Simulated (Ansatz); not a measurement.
# SiGe₂ (singlet): wave-function methods side by side, cc-pVDZ

An exercise on one series of results from a longer session: the logs are not shown, and one member is left open.

Computed with Ansatz 0.2.0, Gaussian basis. Level: cc-pVDZ, core rule «outside noble gas», up to 33 orbitals frozen.

To be run: UHF; CCSD(T) on RHF; BCCD(T) on RHF; CISD; CCSDT(Q) on RHF; CCSDT(Q) on UHF; CASSCF and MRCISD+Q, 8 electrons in 8 orbitals; CASSCF and NEVPT2, 8 electrons in 8 orbitals.

32 further runs of the same task are left out: 22 that didn't finish, 10 set aside as unsound or not needed.

**What is computed**

The geometry is a PBE0/def2-TZVP stationary point (not a proven minimum) of the parent state, kept for this charge and spin. No spin-orbit coupling is included. The filled d shell of Ge may be among the frozen orbitals whatever the setting's name suggests; the logs give the count.

3 atoms, charge 0, spin multiplicity 1.

Atoms are counted from 1 here; the program's logs count them from 0.

Bond lengths: Ge1–Si2 2.290 Å, Si2–Ge3 2.290 Å. Angles: Ge1–Si2–Ge3 180.0°.

Set-up of the first run:

The input, in.yaml:

```yaml
crystal:
  periodic: [false, false, false]
  atoms:
    - {symbol: Ge, position_ang: [0.000000, 0.000000, 2.289900]}
    - {symbol: Si, position_ang: [0.000000, 0.000000, 0.000000]}
    - {symbol: Ge, position_ang: [0.000000, 0.000000, -2.289900]}
basis:
  gaussian: {orbitals: cc-pVDZ}
magnetization: {spin_polarized: true, initial_magnetization: 0}
hamiltonian: {xc: hf}
output: {orbitals: {seedname: orbitals}}
```

The run is started by

```sh
$ ansatz run in.yaml --threads 1 --pin off --events-out ev --progress --plain --max-ram 2393MiB
```

Among the steps run: UHF; CCSD(T) on RHF; BCCD(T) on RHF; CISD; CCSDT(Q) on RHF; CCSDT(Q) on UHF; CASSCF and MRCISD+Q, 8 electrons in 8 orbitals; CASSCF and NEVPT2, 8 electrons in 8 orbitals.

One of the session's tables, all rows but one given; the rest of the session is left out.

It belongs to the step «Misses and costs». 

```
           method  from RCCSDT(Q) (kJ/mol)
              RHF                   +829.0
             RMP2                        ?
             CISD                   +197.7
            RCCSD                    +91.5
         RCCSD(T)                    +14.1
          BCCD(T)                    +13.5
           RCCSDT                    +14.5
        RCCSDT(Q)                        0
  CASSCF frontier                   +573.1
  MRCISD frontier                    +83.0
MRCISD+Q frontier                    +12.2
```

**Question.** Estimate the row for RMP2.

The run gave: from RCCSDT(Q) (kJ/mol): +120.1. In the column «from RCCSDT(Q) (kJ/mol)» it lies between RCCSD (+91.5) and CISD (+197.7).

Not comparable, so not listed: CCSDT(Q) on UHF; CASSCF and NEVPT2, 8 electrons in 8 orbitals (they don't share determinant, frozen orbitals or solution with the rows shown, or repeat one).

Caveats from the session: Warnings in the runs' records: passed over end.
